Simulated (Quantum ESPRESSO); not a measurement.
A run of Quantum ESPRESSO 7.5:

pw.in

```
&CONTROL
  calculation = 'scf'
  prefix = 'pwscf'
  outdir = './tmp'
  pseudo_dir = './pseudo'
  tprnfor = .true.
  tstress = .true.
  disk_io = 'nowf'
/
&SYSTEM
  ibrav = 0
  nat = 9
  ntyp = 5
  ecutwfc = 55
  ecutrho = 440
  nbnd = 49
  occupations = 'smearing'
  smearing = 'fd'
  degauss = 0.00367493
  nspin = 2
  starting_magnetization(1) = 0
  starting_magnetization(2) = 0
  starting_magnetization(3) = 0.2143
  starting_magnetization(4) = 0
  starting_magnetization(5) = 0
/
&ELECTRONS
  conv_thr = 1.8d-09
  electron_maxstep = 120
  mixing_beta = 0.3
/
ATOMIC_SPECIES
Cs   132.9055 Cs_pbe_v1.uspp.F.UPF
Li     6.9400 li_pbe_v1.4.uspp.F.UPF
Cr    51.9961 cr_pbe_v1.5.uspp.F.UPF
Te   127.6000 Te_pbe_v1.uspp.F.UPF
S     32.0600 s_pbe_v1.4.uspp.F.UPF
CELL_PARAMETERS angstrom
   6.1079200000   -0.0188600000    0.0058100000
  -2.2882200000    5.9315100000    0.0033300000
  -1.3846200000   -2.1939500000    7.5626000000
ATOMIC_POSITIONS crystal
Cs     0.0634800000    0.1017800000    0.9939400000
Li     0.5702600000    0.5814300000    0.5740300000
Cr     0.0780100000    0.5013800000    0.5799000000
Cr     0.4316200000    0.0297200000    0.5372200000
Te     0.5445800000    0.7673200000    0.2819800000
Te     0.0114300000    0.6593200000    0.2990200000
S      0.7780000000    0.3713300000    0.7077300000
S      0.3940200000    0.8250800000    0.7487500000
S      0.1960500000    0.2300900000    0.4864600000
K_POINTS automatic
3 3 2 0 0 0
HUBBARD {ortho-atomic}
U Cr-3d 2.0
```

Potentials or basis: SSSP 1.3 efficiency PBE.

The run is started by

```console
$ OMP_NUM_THREADS=1 mpirun -n 4 pw.x -in pw.in > pw.out
```

Hardware: 4 MPI ranks on Intel(R) Xeon(R) Platinum 8259CL CPU @ 2.50GHz (Skylake/Cascade Lake) (shared host).

**Question.** How long does it take, and how much memory?

**Answer.** Wall time 4.3 min on 4 MPI ranks on Intel(R) Xeon(R) Platinum 8259CL CPU @ 2.50GHz (Skylake/Cascade Lake) (shared host), peak memory 1.6 GiB a rank. Counts: scf iterations 19, k pools 1, bands 49, k points 10, g dense 287953.
